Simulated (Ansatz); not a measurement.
# Cu: the cost of one run

Program: Ansatz 0.2.0. Level of theory: DFT PBEsol, scalar-relativistic, plane waves, PAW. These are calculated values, not measurements.

17 further runs of the same task are left out: 17 set aside as unsound or not needed.

### 1 The structure to begin with

It takes space group P6_3/mmc (No. 194, hexagonal). The conventional cell has a = 2.520 Å, b = 2.520 Å, c = 4.116 Å, α = 90.00°, β = 90.00°, γ = 120.00°. Cu (site symmetry -6m2) is surrounded by 12 Cu at 2.52 Å.

Coordinates:

```
Cu
1.0
     2.52044    0.00000    0.00000
    -1.26022    2.18276    0.00000
     0.00000    0.00000    4.11611
Cu
2
Direct
  0.33333 0.66667 0.25000
  0.66667 0.33333 0.75000
```

It goes back to an entry of the Materials Project, which need not be the stable form.

It is the result of an earlier relaxation at this level (volume 11.32 Å³/atom; gap on the mesh: none (metal)).

### 2 Plan of the line

The energy is mapped over volume and the cell's shape.

First coordinate, volume per atom: 7 values from 9.96 to 12.68 Å³. Second coordinate, c/a of the conventional cell: 7 values from 1.448 to 1.842.

Nothing else is relaxed (symmetry fixes all fractional coordinates). Energies count from the relaxed crystal. Points are written as (first, second).

### 3 The run at (12.23 Å³, 1.448)

File input.yaml:

```yaml
crystal:
  lattice:
    - [2.6919608521, 0.0, 0.0]
    - [-1.3459804261, 2.3313064839, 0.0]
    - [0.0, 0.0, 3.8968825295]
  atoms:
    - { symbol: Cu, position: [0.3333333333, 0.6666666667, 0.25] }
    - { symbol: Cu, position: [0.6666666667, 0.3333333333, 0.75] }
basis:
  ecutwfc: 520.0
kpoints:
  mp_grid: { grid: [24, 24, 12] }
hamiltonian:
  xc: pbesol
  pseudopotentials: { kind: paw }
scf:
  occupations: { method: gaussian, width: 0.15 }
output:
  forces: true
  stress: true
  eigenvalues: true
```

On the command line:

```console
ansatz run input.yaml --threads 1 --pin off --max-ram 2048MiB --backend cpu --events-out ev --progress --plain --runs-dir out
```

**Question.** How long does this run take on 1 thread of Arm Neoverse N1, shared host, and how much memory does it need?

About 24 s, with a peak of 0.5 GiB.
